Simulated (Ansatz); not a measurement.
# ClGaHO radical: up Jacob's ladder to CCSD(T)

One table from this session's results is given with a row withheld; the runs are named, their logs left out.

Computed with Ansatz 0.2.0, Gaussian basis. Level: functionals in def2-TZVPP, the program's frozen cores in correlated methods.

The runs, in order: LDA (SPW92), PBE-D4, revPBE-D4, BLYP-D4, r2SCAN-D4, B97M-V, PBE0-D4, B3LYP-D4, r2SCANh-D4, r2SCAN0-D4, HSE06-D4, BHLYP-D4, CAM-B3LYP-D4, LC-ωPBE, ωB97X-V, ωB97M-V, B2PLYP, PBE-QIDH; CCSD(T)/def2-SVP; CCSD(T)/def2-TZVPP; CCSD(T)/def2-QZVPP; extrapolation to the limit; RPA on PBE.

## The relaxed structure

The geometry comes from an earlier relaxation with PBE0-D4 in a triple-zeta def2 set; it is a stationary point.

SMILES `[O][GaH][Cl]`, 4 atoms, charge 0, spin multiplicity 2.

Atoms are counted from 1 here; the program's logs count them from 0.

Bond lengths: O1–Ga2 1.796 Å, Ga2–Cl3 2.128 Å, Ga2–H4 1.543 Å. Angles: O1–Ga2–Cl3 112.7°, O1–Ga2–H4 122.7°, Cl3–Ga2–H4 124.6°.

Set-up of the first run:

in.yaml

```yaml
crystal:
  periodic: [false, false, false]
  atoms:
    - {symbol: O, position_ang: [-1.739834, -0.117749, -0.212241]}
    - {symbol: Ga, position_ang: [0.030907, 0.144264, -0.061166]}
    - {symbol: Cl, position_ang: [1.050733, -1.557300, 0.708767]}
    - {symbol: H, position_ang: [0.713694, 1.470485, -0.455661]}
basis:
  gaussian: {orbitals: def2-TZVPP}
magnetization: {spin_polarized: true, initial_magnetization: 1}
hamiltonian: {xc: lda}
output: {orbitals: {seedname: orbitals}}
```

Started as:

```bash
$ ansatz run in.yaml --threads 2 --pin off --events-out ev --progress --plain --max-ram 22528MiB --backend cpu
```

Among the steps run: LDA; PBE-D4 (GGA); revPBE-D4 (GGA); BLYP-D4 (GGA); r2SCAN-D4 (meta-GGA); B97M-V (meta-GGA); B3LYP-D4 (hybrid); r2SCANh-D4 (hybrid); r2SCAN0-D4 (hybrid); HSE06-D4 (hybrid); BHLYP-D4 (hybrid); CAM-B3LYP-D4 (range-separated); LC-ωPBE (range-separated); ωB97X-V (range-separated); ωB97M-V (range-separated); B2PLYP (double hybrid); PBE-QIDH (double hybrid).

One of the session's tables, all rows but one given; the rest of the session is left out.

It belongs to the step «Frontier levels by functional». 

```
  functional  HOMO (eV)  LUMO (eV)  gap (eV)
 LDA (SPW92)      -7.46      -6.94      0.52
      PBE-D4      -7.40      -6.27      1.13
   revPBE-D4      -7.33      -6.09      1.24
     BLYP-D4      -7.30      -6.24      1.05
   r2SCAN-D4      -7.80      -5.45      2.35
      B97M-V      -7.88      -5.38      2.50
     PBE0-D4      -9.06      -4.31      4.75
    B3LYP-D4      -8.79      -4.92      3.87
  r2SCANh-D4      -8.41      -4.76      3.65
  r2SCAN0-D4      -9.32      -3.74      5.58
    HSE06-D4      -8.64      -4.71      3.93
    BHLYP-D4     -10.41      -2.49      7.91
CAM-B3LYP-D4     -10.50      -3.21      7.29
     LC-ωPBE     -11.91      -1.68     10.23
     ωB97X-V     -11.53      -2.05      9.48
     ωB97M-V          ?          ?         ?
```

Estimate the missing values for ωB97M-V.

As computed: HOMO (eV): -11.37; LUMO (eV): -2.08; gap (eV): 9.29. In the column «HOMO (eV)» it lies between ωB97X-V (-11.53) and CAM-B3LYP-D4 (-10.50).
